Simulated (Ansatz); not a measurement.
**BBrH₂O₂: a ladder of functionals and wavefunction methods**

One table from this session's results is given with a row withheld; the runs are named, their logs left out.

Computed with Ansatz 0.2.0, Gaussian basis. Level: functionals in def2-TZVPP, the program's frozen cores in correlated methods.

Plan: LDA (SPW92), PBE-D4, revPBE-D4, BLYP-D4, r2SCAN-D4, B97M-V, PBE0-D4, B3LYP-D4, r2SCANh-D4, r2SCAN0-D4, HSE06-D4, BHLYP-D4, CAM-B3LYP-D4, LC-ωPBE, ωB97X-V, ωB97M-V, B2PLYP, PBE-QIDH; CCSD(T)/def2-SVP; CCSD(T)/def2-TZVPP; MP2/def2-QZVPP; extrapolation to the limit; RPA on PBE.

**Structure used throughout**

The geometry comes from an earlier relaxation with PBE0-D4 in a triple-zeta def2 set; it is a stationary point.

SMILES `OB(O)Br`, 6 atoms, charge 0, spin multiplicity 1.

Atoms are counted from 1 here; the program's logs count them from 0.

Bond lengths: O1–B2 1.354 Å, O1–H5 0.960 Å, B2–O3 1.347 Å, B2–Br4 1.936 Å, O3–H6 0.963 Å. Angles: B2–O1–H5 113.7°, O1–B2–O3 121.5°, O1–B2–Br4 120.8°, O3–B2–Br4 117.8°, B2–O3–H6 112.1°.

The first run:

File in.yaml:

```yaml
crystal:
  periodic: [false, false, false]
  atoms:
    - {symbol: O, position_ang: [0.519813, 0.855602, -0.555497]}
    - {symbol: B, position_ang: [-0.165393, -0.158406, 0.024487]}
    - {symbol: O, position_ang: [0.328758, -0.823933, 1.085666]}
    - {symbol: Br, position_ang: [-1.897404, -0.698385, -0.652355]}
    - {symbol: H, position_ang: [0.065340, 1.251382, -1.302348]}
    - {symbol: H, position_ang: [1.190885, -0.490261, 1.353847]}
basis:
  gaussian: {orbitals: def2-TZVPP}
hamiltonian: {xc: lda}
output: {orbitals: {seedname: orbitals}}
```

Among the steps run: LDA; PBE-D4 (GGA); revPBE-D4 (GGA); BLYP-D4 (GGA); r2SCAN-D4 (meta-GGA); B97M-V (meta-GGA); PBE0-D4 (hybrid); B3LYP-D4 (hybrid); r2SCANh-D4 (hybrid); r2SCAN0-D4 (hybrid); HSE06-D4 (hybrid); BHLYP-D4 (hybrid); CAM-B3LYP-D4 (range-separated); LC-ωPBE-D4 (range-separated; the results give it without D4); ωB97X-V (range-separated); ωB97M-V (range-separated); B2PLYP (double hybrid); PBE-QIDH (double hybrid).

One of the session's tables, all rows but one given; the rest of the session is left out.

It belongs to the step «Orbital energies across the functionals». 

| functional | HOMO (eV) | LUMO (eV) | gap (eV) |
| --- | --- | --- | --- |
| LDA (SPW92) | -7.26 | -0.55 | 6.70 |
| PBE-D4 | -7.09 | -0.39 | 6.70 |
| revPBE-D4 | -7.03 | -0.31 | 6.72 |
| BLYP-D4 | -6.92 | -0.45 | 6.47 |
| r2SCAN-D4 | -7.43 | 0.23 | 7.66 |
| B97M-V | ? | ? | ? |
| PBE0-D4 | -8.43 | 0.46 | 8.90 |
| B3LYP-D4 | -8.16 | 0.08 | 8.23 |
| r2SCANh-D4 | -7.92 | 0.56 | 8.48 |
| r2SCAN0-D4 | -8.66 | 0.91 | 9.56 |
| HSE06-D4 | -8.03 | 0.10 | 8.13 |
| BHLYP-D4 | -9.61 | 1.05 | 10.66 |
| CAM-B3LYP-D4 | -9.79 | 1.18 | 10.97 |
| LC-ωPBE | -11.22 | 2.54 | 13.75 |
| ωB97X-V | -10.84 | 2.31 | 13.15 |
| ωB97M-V | -10.69 | 1.85 | 12.55 |

Estimate the missing values for B97M-V.

As computed: HOMO (eV): -7.51; LUMO (eV): -0.10; gap (eV): 7.40. In the column «HOMO (eV)» it lies between r2SCANh-D4 (-7.92) and r2SCAN-D4 (-7.43).
